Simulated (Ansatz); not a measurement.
# BrClGaH5N2: the cost of one run

All numbers below are computed with Ansatz 0.2.0 (RKS PBE-D4/def2-SVP).

## (1) Starting point

Bond lengths: Ga1–Cl2 2.590 Å, Ga1–N3 1.930 Å, N3–H4 1.060 Å, N3–H5 1.060 Å, Ga1–N6 1.930 Å, N6–H7 1.060 Å, N6–H8 1.060 Å, Ga1–Br9 2.720 Å, Cl2–H10 1.529 Å, Br9–H10 1.707 Å. Angles (14 of 15 angles, heavy atoms first): Cl2–Ga1–N3 120.0°, Cl2–Ga1–N6 120.0°, Cl2–Ga1–Br9 71.6°, N3–Ga1–N6 120.0°, N3–Ga1–Br9 96.8°, N6–Ga1–Br9 101.3°, Ga1–Cl2–H10 73.2°, Ga1–N3–H4 120.0°, Ga1–N3–H5 120.0°, Ga1–N6–H7 120.0°, Ga1–N6–H8 120.0°, Ga1–Br9–H10 67.5°, Cl2–H10–Br9 147.6°, H4–N3–H5 120.0°.

Coordinates:

```xyz
10

Ga    0.0000    0.0000    0.0000
Cl    0.0000    0.0000    2.5900
N     1.6714    0.0000   -0.9650
H     2.1380   -0.9179   -1.2168
H     2.1227    0.9179   -1.2432
N    -1.6714    0.0000   -0.9650
H    -2.3403   -0.8164   -0.8664
H    -1.9204    0.8164   -1.5936
Br    0.1219    2.5784    0.8577
H     0.0692    1.4628    2.1491
```

## (2) Pulling towards end A

Springs on the bonds that form and break draw the guess towards this end; the thresholds are loose.

Contents of input.yaml:

```yaml
crystal:
  periodic: [false, false, false]
  atoms:
    - { symbol: Ga, position_ang: [0.0, 0.0, 0.0] }
    - { symbol: Cl, position_ang: [0.0, 0.0, 2.59] }
    - { symbol: "N", position_ang: [1.6714, 0.0, -0.965] }
    - { symbol: H, position_ang: [2.138, -0.9179, -1.2168] }
    - { symbol: H, position_ang: [2.1227, 0.9179, -1.2432] }
    - { symbol: "N", position_ang: [-1.6714, 0.0, -0.965] }
    - { symbol: H, position_ang: [-2.3403, -0.8164, -0.8664] }
    - { symbol: H, position_ang: [-1.9204, 0.8164, -1.5936] }
    - { symbol: Br, position_ang: [0.1219, 2.5784, 0.8577] }
    - { symbol: H, position_ang: [0.0692, 1.4628, 2.1491] }
basis:
  gaussian: { orbitals: def2-SVP }
hamiltonian:
  xc: pbe
  dispersion: d4
relax:
  f_tol: 0.15
  max_steps: 25
  restrain:
    - { distance: [0, 8], at: 3.62, k: 30.0 }
    - { distance: [9, 1], at: 2.57, k: 30.0 }
    - { distance: [0, 1], at: 2.24, k: 30.0 }
    - { distance: [9, 8], at: 1.55, k: 30.0 }
```

On the command line:

```bash
> ansatz run input.yaml --threads 4 --pin off --max-ram 5120MiB --backend cpu --events-out ev --progress --plain --runs-dir out
```

Q: Estimate wall time and peak memory on 4 threads of Intel Xeon Platinum 8259CL at 2.50GHz (Skylake/Cascade Lake), shared host.

About 27 s, with a peak of 0.24 GiB.
